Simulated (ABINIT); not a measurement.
Input of an ABINIT 10.8.3 (patched build) run:

File run.abi:

```
# Pseudopotentials
pp_dirpath "./"
pseudos "Hf.upf, B.upf"

# Structure
acell 3*1.0 Angstrom
rprim
     0.0000000000     2.3100000000     2.3100000000
     2.3100000000     0.0000000000     2.3100000000
     2.3100000000     2.3100000000     0.0000000000
ntypat 2
znucl 72 5
natom 2
typat 1 2
xred
     0.4967940000     0.5114140000     0.5084570000
    -0.0096450000    -0.0053920000    -0.0071830000
chkprim 0
chksymtnons 0
tolsym 1.0e-6

# Plane-wave basis
ecut 38.0

# k points
kptopt 1
ngkpt 10 10 10
nshiftk 1
shiftk 0.0 0.0 0.0

# Exchange and correlation
ixc -116133

# Bands and occupations
nband 12
occopt 3
tsmear 0.05 eV

# SCF cycle
nstep 100
tolvrs 1.0e-10

# Output
iomode 3
prtwf 0
prtden 0
prteig 0
prtebands 0
enunit 1
```

Potentials or basis: PseudoDojo NC SR PBEsol v0.4.1 standard.

Launch:

```console
$ abinit run.abi > log 2>&1
```

**Question.** What does it give for the pressure?

**Answer.** 25.4 GPa.

**Question.** Estimate the largest force.

**Answer.** 1.158 eV/Å.

**Question.** Predict the band gap on the k mesh.

**Answer.** None (metal or under the smearing width).

Forces in eV/Å, atoms in the order of the input:
```
Hf  -0.827 -0.558 -0.588
B    0.827  0.558  0.588
```

The run has no spin-orbit coupling, so splittings on Hf are missing.
